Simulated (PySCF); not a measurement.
# PBr−: bond curves at several levels of theory

One table from this session's results is given with a row withheld; the runs are named, their logs left out.

Program: PySCF 2.14.0. Level of theory: P def2-TZVPPD, Br def2-TZVPPD, no relativity. These are calculated values, not measurements.

Set-up of the first run:

A driver script around PySCF takes these settings:

```json
{"atoms": "P, Br", "charge": "-1", "basis": "P def2-TZVPPD, Br def2-TZVPPD", "Hamiltonian": "no relativity", "basis functions": "105", "electrons treated": "51", "masses in u": "30.9738, 78.9183", "levels": "PBE0, PBE, r²SCAN, r²SCANh, PW91, B2PLYP, B97-3, LDA, ωB97M-V, HF, MP2, SCS-MP2, CCSD, CCSD(T)", "grid": "80 radial by 434 angular points", "occupations": "held fixed by the projection of orbital angular momentum", "dissociation limit": "P + Br−, each in its ground configuration", "starting distance in angstrom": "2.280", "values of 2S to try": "1, 3"}
```

Launch:

```
OMP_NUM_THREADS=2 python dia.py task.json out
```

Steps of the session up to this table: Set-up; The PBE0 curve of the state that the search chose; Higher solutions at PBE0; PBE (GGA); r²SCAN; r²SCANh (hybrid meta-GGA); PW91 (GGA); B2PLYP (double hybrid); B97-3; LDA; ωB97M-V (range-separated hybrid); UHF (mean field); Correlated methods on the Hartree–Fock reference.

One table of the session follows, with a row left open; its other results are not shown here.

It belongs to the step «The curves together». Energy (eV) from each level's lowest point:

```
R (Å)    UHF  UHF-MP2  UHF-SCS-MP2  UHF-CCSD  UHF-CCSD(T)
1.999  0.973    0.779        0.842       n/a          n/a
2.092  0.467    0.333        0.376     0.392        0.393
2.185  0.179    0.098        0.123     0.132        0.133
2.254  0.063    0.019        0.031     0.036        0.037
2.324  0.009    0.000        0.000     0.000        0.000
2.394      ?        ?            ?         ?            ?
2.487  0.038    0.108        0.081     0.070        0.069
2.603  0.135    0.262        0.217     0.197        0.195
2.742  0.288    0.484        0.420     0.388        0.387
2.928  0.509    0.797        0.711       n/a          n/a
```

Q: Estimate the row for R (Å) = 2.394 from the others.

Worked estimate for «UHF». A straight line through the neighbours (2.324, 0.009) and (2.487, 0.038) gives 0.009 + (0.038 − 0.009) × (2.394 − 2.324) / (2.487 − 2.324) = 0.021; a parabola fitted to 4 rows on both sides gives 0.005.

As computed: UHF: 0.000; UHF-MP2: 0.025; UHF-SCS-MP2: 0.013; UHF-CCSD: 0.009; UHF-CCSD(T): 0.008. In «UHF» the line misses by +0.021 and the parabola by +0.005.
